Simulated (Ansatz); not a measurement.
**SiBrCl3 (bromotrichlorosilane): r2SCAN/cc-pVDZ**

Aim: the energy change on altering one bond length of SiBrCl3 (bromotrichlorosilane) at r2SCAN/cc-pVDZ, from 2 runs. 

The calculation is run with Ansatz 0.2.0.

55 further runs of the same task are left out: 12 that didn't finish, 43 set aside as unsound or not needed.

## Step 1: Starting point

SiBrCl3: 5 atoms, total charge 0, spin state singlet. SMILES: `Cl[Si](Cl)(Cl)Br`. Geometry: relaxed at PBE0-D4/def2-TZVP.

Bond lengths: Cl1–Si2 2.023 Å, Si2–Cl3 2.023 Å, Si2–Cl4 2.023 Å, Si2–Br5 2.188 Å. Angles: Cl1–Si2–Cl3 109.3°, Cl1–Si2–Cl4 109.3°, Cl1–Si2–Br5 109.7°, Cl3–Si2–Cl4 109.3°, Cl3–Si2–Br5 109.7°, Cl4–Si2–Br5 109.7°.

## Step 2: The energy at r2SCAN/cc-pVDZ

Contents of job.yaml:

```yaml
crystal:
  periodic: [false, false, false]
  atoms:
    - {symbol: Cl, position_ang: [-0.852900, -0.217700, 1.821600]}
    - {symbol: Si, position_ang: [0.003400, -0.042600, -0.003200]}
    - {symbol: Cl, position_ang: [1.690500, -1.158200, -0.059200]}
    - {symbol: Cl, position_ang: [-1.285700, -0.709700, -1.412800]}
    - {symbol: Br, position_ang: [0.494400, 2.054400, -0.387900]}
basis:
  gaussian: {orbitals: cc-pVDZ}
hamiltonian: {xc: r2scan}
accuracy: high
output: {orbitals: {seedname: orbitals}}
```

The run is started by

```
$ ansatz run job.yaml --threads 1 --pin off --max-ram 3480MiB --events-out events.jsonl --progress --plain --runs-dir runs
```

Log:

```text
Warning: RAYON_NUM_THREADS=1 ignored (pool sized by the plan → 1); use --threads N
Functional definition: r2SCAN
  name "r2SCAN"
  parameter k0 = 0.174
  parameter k1 = 0.065
  parameter a1 = 4.9479
  exchange = r2scan_x(k0 = k0, k1 = k1, a1 = a1)
  correlation = r2scan_c
2154 factors; integrals over basis functions are off by at most 4.6e-9 eV
mean field evaluation 1: about -115492.7944 eV, gradient 1.5e1 eV
mean field evaluation 2: about -115492.7621 eV, gradient 1.5e1 eV
mean field evaluation 4: about -115493.3329 eV, gradient 4.0e-1 eV
mean field evaluation 8: about -115493.3208 eV, gradient 9.4e-3 eV
mean field evaluation 16: about -115493.3208 eV, gradient 8.0e-7 eV
mean field -115493.32077329 eV, -4244.3012542338 hartree, gradient 4.6e-8 eV, S^2 0.000000; 0 other end points of the search recorded, 0 dependent functions left out
reference -115493.32077383 eV, -4244.3012542539 hartree; 50, 50 occupied and 49, 49 virtual orbitals, 2154 factors
Total energy: -115493.32077383 eV, -4244.3012542539 hartree
```

It took 34 s on 1 thread of Arm Neoverse V2, shared host; peak memory 0.35 GiB.

## Step 3: The distorted shape at the same level

Contents of in.yaml:

```yaml
crystal:
  periodic: [false, false, false]
  atoms:
    - {symbol: Cl, position_ang: [-2.877418, 1.121018, 1.888800]}
    - {symbol: Si, position_ang: [-2.021118, 1.296118, 0.064000]}
    - {symbol: Cl, position_ang: [1.690500, -1.158200, -0.059200]}
    - {symbol: Cl, position_ang: [-3.310218, 0.629018, -1.345600]}
    - {symbol: Br, position_ang: [-1.530118, 3.393118, -0.320700]}
basis:
  gaussian:
    orbitals: cc-pVDZ
total_charge: 0
hamiltonian:
  xc: {name: r2SCAN}
accuracy: high
output: {orbitals: {seedname: orbitals}}
```

The run is started by

```
$ ansatz run in.yaml --threads 1 --pin off --max-ram 3480MiB --events-out events.jsonl --progress --plain --runs-dir runs
```

Log, shortened:

```text
Warning: RAYON_NUM_THREADS=1 ignored (pool sized by the plan → 1); use --threads N
[... 7 set-up lines as earlier in the session ...]
2069 factors; integrals over basis functions are off by at most 4.6e-9 eV
mean field evaluation 1: about -115484.0215 eV, gradient 2.8e1 eV
mean field evaluation 2: about -115254.8946 eV, gradient 1.2e2 eV
mean field evaluation 4: about -115485.4726 eV, gradient 1.9e1 eV
mean field evaluation 8: about -115486.3654 eV, gradient 1.7e1 eV
mean field evaluation 16: about -115488.6830 eV, gradient 3.7e-5 eV
mean field evaluation 32: about -115488.6541 eV, gradient 8.6e-1 eV
mean field -115488.68300277 eV, -4244.1308193108 hartree, gradient 1.3e-8 eV, S^2 0.000000; 2 other end points of the search recorded, 0 dependent functions left out
reference -115488.68300340 eV, -4244.1308193341 hartree; 50, 50 occupied and 49, 49 virtual orbitals, 2069 factors
Total energy: -115488.68300340 eV, -4244.1308193341 hartree
```

It took 45 s on 1 thread of Arm Neoverse V2, shared host; peak memory 0.33 GiB.

## Step 4: Outcome

Level: r2SCAN/cc-pVDZ.

```
                                                           quantity           value
                                          first shape: total energy  -4244.30125 Eh
                                           first shape: HOMO energy        -8.06 eV
                                           first shape: LUMO energy        -1.54 eV
                                         first shape: HOMO–LUMO gap         6.53 eV
                                      distorted shape: total energy  -4244.13082 Eh
energy change with the Si2–Cl3 bond stretched from 2.023 to 4.451 Å        4.638 eV
```

One bond (distorted shape) is far stretched, which a spin-restricted single reference describes badly; a broken-symmetry solution may lie lower. With the Si2–Cl3 bond stretched from 2.023 to 4.451 Å the energy rises by 4.64 eV (107 kcal/mol). The first shape isn't relaxed at this level, so the change isn't measured from a minimum. A restricted reference can't describe the breaking bond well at this length.
